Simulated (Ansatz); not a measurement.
Run this with Ansatz 0.2.0 through its Python package and show what comes out.

Script `methods.py`:
```python
'''One geometry of H5NO3Si, method by method.'''

from pathlib import Path

import ansatz
import numpy as np

GEOMETRY = '''
N     1.20040   -0.77840    0.00960
Si   -0.26550    0.13940    0.01300
O    -0.00660    1.46050    0.90810
O    -1.31280   -0.82710    0.65520
O    -0.55440    0.50200   -1.55980
H     0.90210   -1.66980   -0.26060
H     1.48350   -0.81010    0.96910
H     0.72000    2.08370    0.54320
H    -2.24320   -0.39930    0.84400
H     0.15940    0.24800   -2.11880
'''

molecule = ansatz.Crystal.molecule()
for line in GEOMETRY.strip().splitlines():
    symbol, *xyz = line.split()
    molecule = molecule.atom(symbol, [float(v) for v in xyz])

model = molecule.calculation().basis(gaussian='def2-SVP')

print('functional    E (Ha)        dipole (D)   HOMO (eV)  LUMO (eV)')
for name in ['lda', 'revpbe', 'r2scan', 'hse06']:
    summary = model.functional(name).forces().orbitals().run(runs_dir='runs').report
    lines = Path(summary['orbitals_path']).read_text().splitlines()
    field_of = lambda key: [line.split('=')[1].strip() for line in lines if line.startswith(key)]
    orbitals = [(27.211386 * float(e), s, float(n)) for e, s, n in zip(field_of('Ene='), field_of('Spin='), field_of('Occup='))]
    homo = max(e for e, _, n in orbitals if n > 0.5)
    lumo = min(e for e, _, n in orbitals if n < 0.5)
    dipole = 4.803205 * np.linalg.norm(summary['charge_distribution']['dipole_moment_e_ang'])
    print(f'{name:10s} {summary["free_energy_ev"] / 27.211386246:14.6f} {dipole:9.3f} {homo:11.3f} {lumo:10.3f}')
```

Running `python methods.py` prints:
```text
functional    E (Ha)        dipole (D)   HOMO (eV)  LUMO (eV)
lda           -569.530278     0.227      -5.927     -0.292
revpbe        -572.594748     0.200      -5.789     -0.096
r2scan        -572.596752     0.213      -6.233      0.524
hse06         -572.319730     0.212      -7.071      0.414
```

Notes:
- Total energies depend on the basis set; only differences at equal settings carry meaning.
- The geometry is a force-field or estimated start, not a minimum of this method, and the basis set is short of its limit. A lower total doesn't mark the better method: functionals have no common bound, and MP2 and coupled cluster aren't variational.
- Levels such as HOMO and LUMO are orbital energies: with these approximate functionals they aren't the ionisation energy and electron affinity, and their gap isn't the fundamental gap.
- hse06 follows the composition of plane-wave codes, whose totals differ by tens of mHa, up to about 0.1 Ha, from the form usual in Gaussian-basis programs (wpbeh).
- Wall time of the script: 16 s on 1 thread of Arm Neoverse V1, on a shared host, peak memory 0.29 GiB.
